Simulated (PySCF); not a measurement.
# Ways to converge the SCF of WO2²⁺

The same problem is solved with other solver options, one edit a run.

Program: PySCF 2.14.0. Level of theory: method and basis as typed in the scripts. These are calculated values, not measurements.

5 further runs of the same task are left out: 1 for a known fault of the program, 4 that didn't finish.

## (1) The system as given

WO2²⁺: 3 atoms, charge 2, spin multiplicity 1.

Bond lengths: W1–O2 1.779 Å, W1–O3 1.779 Å, O2–O3 1.441 Å. Angles: O2–W1–O3 47.8°, W1–O2–O3 66.1°, W1–O3–O2 66.1°.

## (2) The run that the others are compared with

Contents of input.py:

```python
from pyscf import gto, scf
from pyscf.hessian import thermo

mol = gto.M(
    atom='W 0 0 -0.2409; O 0.7207 0 1.3852; O -0.7207 0 1.3852',
    basis='sbkjc',
    ecp={'W': 'sbkjc', 'O': 'sbkjc'},
    charge=2,
    spin=0,
    symmetry=True,
    verbose=4,
)
mf = scf.UHF(mol)
mf.level_shift = 0.3
mf.kernel()
hess = mf.Hessian().kernel()
print('wavenumber (cm^-1) =', thermo.harmonic_analysis(mol, hess)['freq_wavenumber'].round(1))
mf.dip_moment()
print('orbital energies (hartree):', [e[max(0, n-3):n+3].round(4) for e, n in zip(mf.mo_energy, mol.nelec)])
```

Run with:

```
$ OMP_NUM_THREADS=1 python input.py
```

Its log is not repeated here.

Base result: E(SCF) = -97.300475 Eh, wavenumbers 497, 700, 1128 cm⁻¹.

The dipole of an ion depends on the origin.

## (3) Smearing width 0.01 hartree

Variant 1 changes smearing width: none → 0.01 hartree; step after the SCF: frequency → none.

Contents of input.py:

```python
from pyscf import gto, scf

mol = gto.M(
    atom='W 0 0 -0.2409; O 0.7207 0 1.3852; O -0.7207 0 1.3852',
    basis='sbkjc',
    ecp={'W': 'sbkjc', 'O': 'sbkjc'},
    charge=2,
    spin=0,
    symmetry=True,
    verbose=4,
)
mf = scf.UHF(mol)
mf = scf.addons.smearing_(mf, sigma=0.01, method='fermi')
mf.level_shift = 0.3
mf.kernel()
mf.dip_moment()
print('orbital energies (hartree):', [e[max(0, n-3):n+3].round(4) for e, n in zip(mf.mo_energy, mol.nelec)])
```

Run with:

```
$ OMP_NUM_THREADS=1 python input.py
```

## (4) Damping 0.2

Variant 2 changes damping: none → 0.2.

Edit input.py of step 2 so:

```diff
@@ -14,2 +14,4 @@
 mf.level_shift = 0.3
+mf.damp = 0.2
+mf.diis_start_cycle = 8
 mf.kernel()
```

Before running it: what results should come out? Wanted: for each run, E(SCF); from base; gap; after the SCF.

**Answer**, as computed:

```tsv
run	E(SCF) (hartree)	from base (eV)	cycles	gap (eV)	after the SCF
base	-97.300475	0	20	11.14	highest mode 1128 cm⁻¹
smearing width 0.01 hartree	-97.300475	0.0000	20	n/a	n/a
damping 0.2	-97.300475	0.0000	24	11.14	highest mode 1128 cm⁻¹
```

Distance from each run's final energy (log10 hartree) by cycle:

```tsv
run	cycle 1	cycle 2	cycle 3	cycle 5	cycle 8	cycle 12
base	0.2	-0.1	-1.1	-2.0	-2.8	-4.4
smearing width 0.01 hartree	0.3	0.0	-1.0	-2.4	-3.7	-5.9
damping 0.2	0.2	-0.5	-1.0	-1.5	-1.8	-2.6
```

The SCF energy stays the same, to the digits that matter, with smearing width 0.01 hartree or damping 0.2. The base needs 20 cycles and the run with damping 0.2 needs 24.
